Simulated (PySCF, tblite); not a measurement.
# Pentafluorobenzonitrile (C₇F₅N): geometry, infrared bands, NMR shifts, spin-spin couplings and electronic excitations, part 2 of 2

tblite 0.8.0 and PySCF 2.14.0. Atoms count from 0. Earlier steps stand in the parts before.

## Step 7: Excited states and response: wB97X-D/def2-SVPD

The job: settings as JSON, then the geometry in Å.

```
{"job": {"kind": "uv", "xc": "wB97X-D", "basis": "def2-SVPD", "ip": false}, "charge": 0, "multiplicity": 1}
N      3.639472     0.316514    -0.396034
C      2.492431     0.217247    -0.270879
C      1.082113     0.093880    -0.118426
C      0.286236     1.229194     0.088546
F      0.838566     2.421009     0.141900
C     -1.090750     1.112385     0.242565
F     -1.833226     2.182283     0.438783
C     -1.685926    -0.148510     0.182634
F     -2.986531    -0.263448     0.325334
C     -0.910098    -1.289743    -0.022728
F     -1.483874    -2.474496    -0.075186
C      0.466191    -1.164407    -0.175336
F      1.189587    -2.243962    -0.371490
```

Method: TDDFT wB97X-D/def2-SVPD, vertical, gas phase, core orbitals frozen in the response.

Standard output:

```text
coarse grid: 14096 points
cycle   1  E = -819.4336896269  dE =  3.075e+00  |g| = 1.110e+00  |ddm| = 7.717e+00
cycle   2  E = -819.2147726741  dE =  2.189e-01  |g| = 1.600e+00  |ddm| = 3.841e+00
cycle   3  E = -819.6898730888  dE = -4.751e-01  |g| = 1.577e-01  |ddm| = 2.529e+00
cycle   4  E = -819.6932106013  dE = -3.338e-03  |g| = 9.890e-02  |ddm| = 3.830e-01
cycle   5  E = -819.6952253151  dE = -2.015e-03  |g| = 2.382e-02  |ddm| = 1.693e-01
cycle   6  E = -819.6953408901  dE = -1.156e-04  |g| = 5.286e-03  |ddm| = 6.277e-02
cycle   7  E = -819.6953478507  dE = -6.961e-06  |g| = 1.013e-03  |ddm| = 1.677e-02
final grid: 147472 points
cycle   8  E = -819.8016033608  dE = -1.656e-04  |g| = 1.169e-02  |ddm| = 5.027e-01
cycle   9  E = -819.8015963976  dE =  6.963e-06  |g| = 1.425e-02  |ddm| = 5.102e-02
cycle  10  E = -819.8016280286  dE = -3.163e-05  |g| = 1.255e-03  |ddm| = 2.091e-02
cycle  11  E = -819.8016282275  dE = -1.989e-07  |g| = 9.161e-04  |ddm| = 4.774e-03
cycle  12  E = -819.8016284060  dE = -1.784e-07  |g| = 3.167e-04  |ddm| = 2.146e-03
cycle  13  E = -819.8016284294  dE = -2.341e-08  |g| = 4.969e-05  |ddm| = 7.578e-04
cycle  14  E = -819.8016284308  dE = -1.450e-09  |g| = 3.137e-05  |ddm| = 2.086e-04
cycle  15  E = -819.8016284313  dE = -4.989e-10  |g| = 9.502e-06  |ddm| = 1.386e-04
converged SCF energy = -819.8016284313

Static polarisability (au): isotropic 88.321, principal 49.173 91.710 124.080

Singlet excitations
state   eV       nm        f      main configurations
  1   5.0106    247.4   0.03458   H->L 0.78, H-1->L+1 0.20
  2   5.6770    218.4   0.21557   H-1->L 0.85, H->L+1 0.11
  3   6.2708    197.7   0.00000   H->L+2 0.94
  4   6.5464    189.4   0.00175   H-1->L+2 0.91
  5   6.6529    186.4   0.00002   H-2->L 0.77, H-1->L+3 0.10
  6   6.7930    182.5   0.55320   H->L+1 0.81, H-1->L 0.08
  7   6.8225    181.7   0.39121   H-1->L+1 0.76, H->L 0.20
  8   6.9417    178.6   0.00033   H-1->L+3 0.67, H-2->L 0.14, H-3->L+3 0.10
  9   7.5344    164.6   0.00735   H->L+3 0.88
 10   7.5513    164.2   0.12868   H-3->L 0.71, H-2->L+3 0.12

Triplet excitations (Tamm-Dancoff, eV): 3.7934 4.1512 4.6121 5.3784
```

Wall time 60 s (2 threads of Intel Xeon Platinum 8488C, shared host); peak memory 1.7 GiB.

The orbitals next to the gap, with their largest atomic shares:

| orbital | eV | atoms |
| --- | --- | --- |
| HOMO−3 | -12.57 | N0 24 %, C1 19 %, C7 9 % |
| HOMO−2 | -12.44 | N0 49 %, C1 40 %, C2 5 % |
| HOMO−1 | -10.28 | C2 19 %, C7 17 %, N0 14 % |
| HOMO | -10.18 | C5 16 %, C11 16 %, C9 16 % |
| LUMO | -0.80 | C7 17 %, C2 16 %, N0 12 % |
| LUMO+1 | 0.32 | C3 17 %, C11 17 %, C5 17 % |
| LUMO+2 | 0.79 | C7 17 %, C9 14 %, C5 14 % |

With each of the 10 states as a Gaussian band of 0.4 eV half-width at 1/e, the curve within the window shown has maxima at 219 nm (ε 8,800), 182 nm (ε 38,000) L/(mol cm). Beyond the last state computed it falls off for lack of states. The curve at chosen wavelengths:

(nm, ε (L/mol/cm)): (158, 3169), (163, 6058), (168, 9376), (173, 18893), (178, 33029), (183, 38216), (188, 29351), (192, 18459), (197, 8444), (202, 4736), (207, 5327), (212, 7380), (217, 8734), (222, 8477), (227, 6960), (232, 5096), (237, 3577), (242, 2591), (247, 1993), (251, 1655), (256, 1294), (261, 963), (266, 671), (271, 436), (276, 265), (281, 151)

Ground-state properties from the same run:

| property | computed |
| --- | --- |
| dipole moment (D) | 2.85 |
| polarisability (Å³) | 13.09 |
| HOMO–LUMO gap (eV) | 9.38 |
| −ε(HOMO) (eV) | 10.18 |

## Step 8: NMR shieldings: PBE/pcSseg-2

The job, as its differences from that of step 7:

```diff
@@ -1,2 +1,2 @@
-{"job": {"kind": "uv", "xc": "wB97X-D", "basis": "def2-SVPD", "ip": false}, "charge": 0, "multiplicity": 1}
+{"job": {"kind": "nmr", "xc": "PBE", "basis": "pcSseg-2", "pop": false}, "charge": 0, "multiplicity": 1}
 N      3.639472     0.316514    -0.396034
```

Method: GIAO PBE/pcSseg-2 NMR shielding, non-relativistic, gas phase.

Standard output:

```text
coarse grid: 14096 points
cycle   1  E = -819.9976007667  dE =  2.434e+00  |g| = 9.648e-01  |ddm| = 4.210e+00
cycle   2  E = -819.1081549545  dE =  8.894e-01  |g| = 2.345e+00  |ddm| = 3.161e+00
cycle   3  E = -820.0923320913  dE = -9.842e-01  |g| = 4.999e-01  |ddm| = 2.568e+00
cycle   4  E = -820.1350482235  dE = -4.272e-02  |g| = 2.498e-01  |ddm| = 4.965e-01
cycle   5  E = -820.1468590421  dE = -1.181e-02  |g| = 7.297e-02  |ddm| = 2.337e-01
cycle   6  E = -820.1479264854  dE = -1.067e-03  |g| = 2.185e-02  |ddm| = 6.554e-02
cycle   7  E = -820.1480234155  dE = -9.693e-05  |g| = 7.775e-03  |ddm| = 2.589e-02
cycle   8  E = -820.1480382841  dE = -1.487e-05  |g| = 2.545e-03  |ddm| = 9.122e-03
cycle   9  E = -820.1480397445  dE = -1.460e-06  |g| = 6.269e-04  |ddm| = 2.685e-03
final grid: 147472 points
cycle  10  E = -820.1458101224  dE = -2.063e-04  |g| = 1.069e-02  |ddm| = 1.461e-01
cycle  11  E = -820.1457380013  dE =  7.212e-05  |g| = 2.345e-02  |ddm| = 2.460e-02
cycle  12  E = -820.1458310289  dE = -9.303e-05  |g| = 2.584e-03  |ddm| = 1.375e-02
cycle  13  E = -820.1458313062  dE = -2.772e-07  |g| = 2.148e-03  |ddm| = 5.139e-03
cycle  14  E = -820.1458322813  dE = -9.751e-07  |g| = 3.467e-04  |ddm| = 1.664e-03
cycle  15  E = -820.1458323057  dE = -2.445e-08  |g| = 1.028e-04  |ddm| = 4.146e-04
cycle  16  E = -820.1458323082  dE = -2.491e-09  |g| = 4.840e-05  |ddm| = 1.605e-04
cycle  17  E = -820.1458323088  dE = -6.146e-10  |g| = 1.310e-05  |ddm| = 5.098e-05
converged SCF energy = -820.1458323088

GIAO shielding tensors (ppm)
atom      isotropic    diamagn.    paramagn.     s11        s22        s33       span
  0 N      -82.751     335.323    -418.074   -256.221   -204.443    212.410    468.631
  1 C       66.060     258.466    -192.407    -44.888    -40.487    283.554    328.443
  2 C       84.757     256.525    -171.768     33.907     76.803    143.562    109.655
  3 C       19.621     253.179    -233.558    -31.788      3.277     87.374    119.162
  4 F      288.683     464.237    -175.554    210.170    227.366    428.513    218.343
  5 C       30.911     256.386    -225.475     -1.124      6.279     87.578     88.702
  6 F      322.983     464.714    -141.731    240.235    269.857    458.857    218.622
  7 C       23.174     253.220    -230.046    -13.861     -3.987     87.370    101.231
  8 F      304.628     463.791    -159.163    208.212    240.248    465.424    257.211
  9 C       30.877     256.416    -225.539     -1.115      6.185     87.561     88.675
 10 F      322.915     464.715    -141.800    240.442    269.721    458.582    218.140
 11 C       19.674     253.152    -233.478    -31.640      3.254     87.408    119.048
 12 F      288.761     464.236    -175.475    210.082    227.327    428.873    218.791
```

Run time: 94 s. Hardware: 2 threads of Intel Xeon Platinum 8488C, shared host; peak memory 2.5 GiB.

This run: δ C3 159.7, C7 156.2, C5 148.5, C1 113.3 ppm (means over like atoms).

## Step 9: Side by side: NMR shifts

Shifts (ppm) of some atoms, chosen among heavy atoms and hydrogens apart, means over like atoms, with basis size and wall time:

| run | C5 | N0 | F4 | F8 | F6 | functions | time |
| --- | --- | --- | --- | --- | --- | --- | --- |
| PBE0/pcSseg-1 | 144.6 | 349.5 | -133.3 | -149.6 | -168.2 | 221 | 29 s |
| PBE/pcSseg-2 | 148.5 | 343.8 | -145.8 | -161.7 | -180.0 | 468 | 94 s |

## Step 10: Summary of results

What follows sums up all 2 parts.

| quantity | value |
| --- | --- |
| strongest single infrared mode (GFN2-xTB) | 1465 cm⁻¹, 518 km/mol |
| zero-point energy (GFN2-xTB) | 34.9 kcal/mol |
| point group | C2v |
| rotational constants (main isotopes) | 1.03, 0.77, 0.44 GHz |
| ¹³C shifts against TMS (PBE0/pcSseg-1, means over atoms taken as alike) | 156.2, 152.5, 144.6, 112.5, 93.0 ppm |
| ¹⁵N shifts against NH3 (PBE0/pcSseg-1) | 349.5 ppm |
| ¹⁹F shifts against CFCl3 (PBE0/pcSseg-1, means over atoms taken as alike) | -133.3, -149.6, -168.2 ppm |
| largest coupling of the table (B3LYP/pcJ-1) | ¹J(C,F) C7–F8, -330.4 Hz |
| lowest singlet (wB97X-D/def2-SVPD) | 5.01 eV (247 nm), f = 0.035 |
| brightest single state of those computed | state 6, 6.79 eV, f = 0.553 |
| lowest triplet | 3.79 eV |
| range of the shift of F4 | -145.8 to -133.3 ppm |

What this shows: The optimisation took 12 steps and gained 0.076 eV; among the close pairs (by a distance rule), N0–C1 changed most, from 1.173 to 1.143 Å (GFN2-xTB). All 33 modes are real, so the xTB geometry is a minimum. The strongest single mode, at 1465 cm⁻¹, has its largest shares on C11, C3, C9 and C5 (the list is cut at 4 atoms). GFN2-xTB is a fitted tight-binding method: band positions and strengths are rough. Its intensities can rank the bands wrongly. Relaxing lowered the energy by 0.125 eV in 13 steps; the close pair that moved most is C3–C5, from 1.428 to 1.390 Å (PBE0/def2-SVP). At PBE0/pcSseg-1: Shielding is most anisotropic at N0 (span 483 ppm, paramagnetic term -422 ppm). NICS(1)zz of -23 ppm above the planar ring from C2 marks a diatropic (aromatic) ring current. In the run at B3LYP/pcJ-1, the largest coupling of the table is C7–F8, -330.4 Hz, of which the Fermi-contact term gives -317.0 Hz. Density functionals describe couplings to fluorine poorly, F–F couplings above all, so those rows are rough. The first singlet state (HOMO→LUMO 0.78, HOMO−1→LUMO+1 0.20) lies at 5.01 eV and is weak; of the 10 states computed, the strongest absorption comes from states 6 to 7 together at 6.79 eV. The lowest triplet lies 1.22 eV below the lowest singlet (triplets in Tamm-Dancoff, singlets in full TDDFT). Across the 2 runs the shift of F4 (with its like atoms) moves most, between -145.8 (PBE/pcSseg-2) and -133.3 ppm (PBE0/pcSseg-1).
